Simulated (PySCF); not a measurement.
# C2H8AlN (SMILES [CH3][Al]([CH3])[NH2]): PBE0/ANO-RCC-VDZP (sfX2C)

Aim: the vertical singlet–triplet gap of C2H8AlN at PBE0/ANO-RCC-VDZP (sfX2C), from 2 runs. The job is set up through a Python script.

The results are computed with PySCF 2.14.0.

## 1. Starting point

C2H8AlN: 12 atoms, total charge 0, spin state singlet. SMILES: `[CH3][Al]([CH3])[NH2]`. Geometry: a GFN2-xTB relaxation, a rough one for these elements and not checked as a minimum.

Bond lengths: Al1–C2 1.994 Å, Al1–C6 1.994 Å, Al1–N10 1.782 Å, C2–H3 1.094 Å, C2–H4 1.094 Å, C2–H5 1.094 Å, C6–H7 1.094 Å, C6–H8 1.094 Å, C6–H9 1.094 Å, N10–H11 1.012 Å, N10–H12 1.012 Å. Some angles: C2–Al1–C6 123.3°, C2–Al1–N10 118.3°, C6–Al1–N10 118.3°, Al1–C2–H3 111.4°, Al1–C2–H4 112.0°, Al1–C2–H5 113.0°, Al1–C6–H7 111.3°, Al1–C6–H8 112.1°, Al1–C6–H9 113.0°, Al1–N10–H11 126.0°.

## 2. A single-point energy at PBE0/ANO-RCC-VDZP (sfX2C)

Input file input.py:

```python
from pyscf import gto, dft

mol = gto.M(
    atom='''
Al    -0.090570    -0.155050     0.000160
C      1.899660    -0.219350     0.100180
H      2.308530    -0.979290    -0.572590
H      2.251950    -0.478290     1.103240
H      2.371210     0.731660    -0.163140
C     -1.128040     1.544200    -0.106150
H     -1.984400     1.530300     0.574890
H     -1.536440     1.715300    -1.106670
H     -0.530810     2.425400     0.145140
N     -0.987550    -1.694620     0.007850
H     -0.579640    -2.621090     0.017400
H     -1.993900    -1.799180    -0.000320
''',
    verbose=3,
    charge=0,
    max_memory=1860,
    basis='ano-rcc-vdzp',
)

mf = dft.RKS(mol)
mf.xc = 'pbe0'
mf = mf.sfx2c1e()
mf.conv_tol = 1e-10
mf.grids.level = 4
mf.kernel()
if not mf.converged:
    mf = mf.newton().run(mf.mo_coeff, mf.mo_occ)

energy = mf.e_tot
print(f'total energy: {energy:.8f} hartree')
```

On the command line:

```
$ OMP_NUM_THREADS=1 python input.py
```

The program printed:

```text
converged SCF energy = -378.531891415748
total energy: -378.53189142 hartree
```

Run time: 50 s. Hardware: 1 thread of Arm Neoverse V1, shared host; peak memory 0.52 GiB.

## 3. The triplet at the same level

Input file input.py:

```python
from pyscf import gto, dft

mol = gto.Mole()
mol.atom = '''
Al      -0.090570      -0.155050       0.000160
C        1.899660      -0.219350       0.100180
H        2.308530      -0.979290      -0.572590
H        2.251950      -0.478290       1.103240
H        2.371210       0.731660      -0.163140
C       -1.128040       1.544200      -0.106150
H       -1.984400       1.530300       0.574890
H       -1.536440       1.715300      -1.106670
H       -0.530810       2.425400       0.145140
N       -0.987550      -1.694620       0.007850
H       -0.579640      -2.621090       0.017400
H       -1.993900      -1.799180      -0.000320
'''
mol.basis = 'ano-rcc-vdzp'
mol.verbose = 3
mol.spin = 2
mol.max_memory = 1860
mol.charge = 0
mol.build()

mf = dft.UKS(mol, xc='pbe0')
mf = mf.sfx2c1e()
mf.conv_tol = 1e-10
mf.grids.level = 4
mf.kernel()
if not mf.converged:
    mf = mf.newton().run(mf.mo_coeff, mf.mo_occ)

e_tot = mf.e_tot
print('E = %.10f Eh' % e_tot)
```

On the command line:

```
$ OMP_NUM_THREADS=1 python input.py
```

The program printed:

```text
WARN: HOMO -0.0531960172248969 >= LUMO -0.327658935456983

WARN: HOMO -0.0957754147131014 >= LUMO -0.183534820293611

WARN: HOMO -0.0728487700488198 >= LUMO -0.214460890698334

WARN: HOMO -0.0859827685056995 >= LUMO -0.255460292358415

WARN: HOMO -0.0910498294064022 >= LUMO -0.23270023502313

WARN: HOMO -0.0922670885820684 >= LUMO -0.231421505723953

WARN: HOMO -0.0923023956268758 >= LUMO -0.229051021137177

WARN: HOMO -0.0928149701220766 >= LUMO -0.228612893030419

WARN: HOMO -0.093154863869835 >= LUMO -0.22868247063745

WARN: HOMO -0.0932781220000871 >= LUMO -0.228581496066097

WARN: HOMO -0.0932998379965624 >= LUMO -0.228596839096949

WARN: HOMO -0.0932960102280083 >= LUMO -0.228619298680105

WARN: HOMO -0.093316405915771 >= LUMO -0.22860874744708

WARN: HOMO -0.0933146332249017 >= LUMO -0.228607326255442

WARN: HOMO -0.0933143940106338 >= LUMO -0.228607922659346

WARN: HOMO -0.0933133171072096 >= LUMO -0.228615584473898

WARN: HOMO -0.0933244078355608 >= LUMO -0.228614291478401

WARN: HOMO -0.0933225193663851 >= LUMO -0.228612921088

WARN: HOMO -0.0933094787568005 >= LUMO -0.228605061164588

WARN: HOMO -0.0933131943935406 >= LUMO -0.228606560365523

WARN: HOMO -0.0933112958903068 >= LUMO -0.228606223334241

WARN: HOMO -0.0933116659746998 >= LUMO -0.228606502296444

converged SCF energy = -378.327013014126  <S^2> = 2.0028458  2S+1 = 3.0018966
E = -378.3270130141 Eh
```

Run time: 98 s. Hardware: 1 thread of Arm Neoverse V1, shared host; peak memory 0.55 GiB.

## 4. Summary of results

Level: PBE0/ANO-RCC-VDZP (sfX2C).

| quantity | value |
| --- | --- |
| singlet: total energy | -378.53189 Eh |
| singlet: dipole moment | 0.72 D |
| singlet: HOMO energy | -7.18 eV |
| singlet: LUMO energy | -0.10 eV |
| singlet: HOMO–LUMO gap | 7.08 eV |
| triplet: total energy | -378.32701 Eh |
| triplet: dipole moment | 1.15 D |
| triplet: HOMO energy (highest over α and β) | -2.54 eV |
| triplet: ⟨S²⟩ | 2.003 |
| vertical energy of the triplet above the singlet | 5.575 eV |

In words: At this shape the triplet lies 5.58 eV (538 kJ/mol) above the singlet. Mulliken charges (singlet) run from -0.23 on N10 to +0.54 on Al1. Mulliken charges (triplet) run from -0.34 on H11 to +0.56 on Al1; they depend strongly on the basis.
